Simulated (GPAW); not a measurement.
Crystal: Ba2Tl5V3O12.

```
Ba V Tl O
1.0
     4.23698    2.44622    6.12840
    -4.23698    2.44622    6.12840
     0.00000   -4.89244    6.12840
Ba V Tl O
2 3 5 12
Direct
  0.50000 0.50000 0.50000
  0.00000 0.00000 0.00000
  0.50000 0.50000 0.00000
  0.00000 0.50000 0.50000
  0.50000 0.00000 0.50000
  0.00000 0.00000 0.50000
  0.50000 0.00000 0.00000
  0.00000 0.50000 0.00000
  0.74045 0.74045 0.74045
  0.25955 0.25955 0.25955
  0.71652 0.08089 0.41242
  0.41242 0.71652 0.08089
  0.08089 0.41242 0.71652
  0.58758 0.91911 0.28348
  0.91911 0.28348 0.58758
  0.28348 0.58758 0.91911
  0.28348 0.91911 0.58758
  0.58758 0.28348 0.91911
  0.91911 0.58758 0.28348
  0.41242 0.08089 0.71652
  0.08089 0.71652 0.41242
  0.71652 0.41242 0.08089
```

The cell was built by a generator and needn't be a form met in nature.

Base run:

| Quantity | Value |
| --- | --- |
| Program | GPAW 26.7.0 |
| Functional | PBE |
| Potentials or basis | GPAW PAW data sets (gpaw-data 1.2.1) |
| Cutoff | 800 eV |
| Basis | pw |
| k mesh | 3 × 3 × 3 |
| Occupations | fermi-dirac, width 0.05 eV |
| Spin | collinear spin, ferromagnetic start |
| Starting moments | [0.0, 0.0, 2.0, 2.0, 2.0, 0.0, 0.0, 0.0, 0.0, 0.0, 0.0, 0.0, 0.0, 0.0, 0.0, 0.0, 0.0, 0.0, 0.0, 0.0, 0.0, 0.0] μB |

Its results: pressure 0.4 GPa; net moment 1.17 μB per cell; site moments Ba +0.00, -0.00; V +0.34; Tl +0.00, +0.02; O -0.01 μB; largest force 0.283 eV/Å.

The run is repeated on the same cell with these changes: functional from PBE to TPSS. What comes out?

Pressure -1.3 GPa; net moment 1.22 μB per cell; site moments Ba +0.00, -0.00; V +0.37; Tl +0.00, +0.01; O -0.01 μB; largest force 0.441 eV/Å.

Caveats: the PAW data sets were made with another functional, which shifts forces and pressure a little (some runs).
